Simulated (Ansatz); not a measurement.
Ge, space group Imma: an equation of state with a fit, run with Ansatz 0.2.0, Python API.

`ge.py`
```python
# -*- coding: utf-8 -*-
"""Bulk modulus of Ge from an E(V) curve."""

import ansatz as az
import numpy as np
from pymatgen.analysis.eos import EOS

VECTORS = np.array([
    [-2.4959, 2.65086, 1.43695],
    [2.4959, -2.65086, 1.43695],
    [2.4959, 2.65086, -1.43695],
])
SITES = [
    ("Ge", [0.18594, 0.93594, 0.25]),
    ("Ge", [0.81406, 0.06406, 0.75]),
]


def make_crystal(cell):
    crystal = az.Crystal(lattice=az.Lattice.of(cell))
    for symbol, position in SITES:
        crystal = crystal.atom(symbol, position)
    return crystal

# scale the volume, keep shape and fractions
volumes, energies = [], []
for scale in np.linspace(0.92, 1.08, 7):
    cell = VECTORS * scale ** (1 / 3)
    calc = make_crystal(cell).calculation()
    calc = calc.functional("r2scan")
    calc = calc.pseudopotentials("nc")
    calc = calc.occupations("cold", width=0.1)
    calc = calc.scf(tolerance=1e-06, self_checks="high")
    calc = calc.kpoints(11, 11, 11)
    rep = calc.run(threads=1).report
    volumes.append(abs(np.linalg.det(cell)) / len(SITES))
    energies.append(rep["free_energy_ev"] / len(SITES))
    print(f"V = {volumes[-1]:8.4f} A^3/atom  F = {energies[-1]:.5f} eV/atom")

for form in ["birch_murnaghan", "vinet", "murnaghan"]:
    fit = EOS(eos_name=form).fit(volumes, energies)
    print(f"{form:18s} V0 {fit.v0:8.4f} A^3/atom  B0 {fit.b0_GPa:7.1f} GPa  B1 {fit.b1:5.2f}")
```

Its results, one of them left out:

| V (Å³/atom) | F less the lowest row shown (meV/atom) |
| --- | --- |
| 17.493 | ? |
| 18.000 | 5.78 |
| 18.507 | 0.00 |
| 19.015 | 1.31 |
| 19.522 | 10.13 |
| 20.029 | 22.99 |
| 20.536 | 40.06 |

What is the missing energy at 17.493 Å³ an atom?

A third-order Birch-Murnaghan fit, E = E0 + (9 V0 B0 / 16) [(t - 1)³ B' + (t - 1)² (6 - 4t)] with t = (V0/V)^(2/3), through the 6 rows shown gives V0 = 18.624 Å³, B0 = 87.3 GPa, B' = 7.40 and E0 = -0.43 meV. At V = 17.493 Å³, t = 1.04265, and the fit extrapolates to 21.83 meV. The run gave 19.72 meV, a miss of 2.11 meV.

Caveats:
- These settings explore the input space; cutoff and mesh may be short of convergence.
- Shape and fractional positions are held along the curve, so the bulk modulus is an upper value where they are free to relax.
- Such functionals run on norm-conserving files made under PBE, which can move pressures by some GPa.
- This isn't the structure that Ge takes at ambient conditions.
- Finished in 3.5 min on 1 thread of Intel(R) Xeon(R) 6975P-C (Granite Rapids) (shared host), peak memory 0.9 GiB.
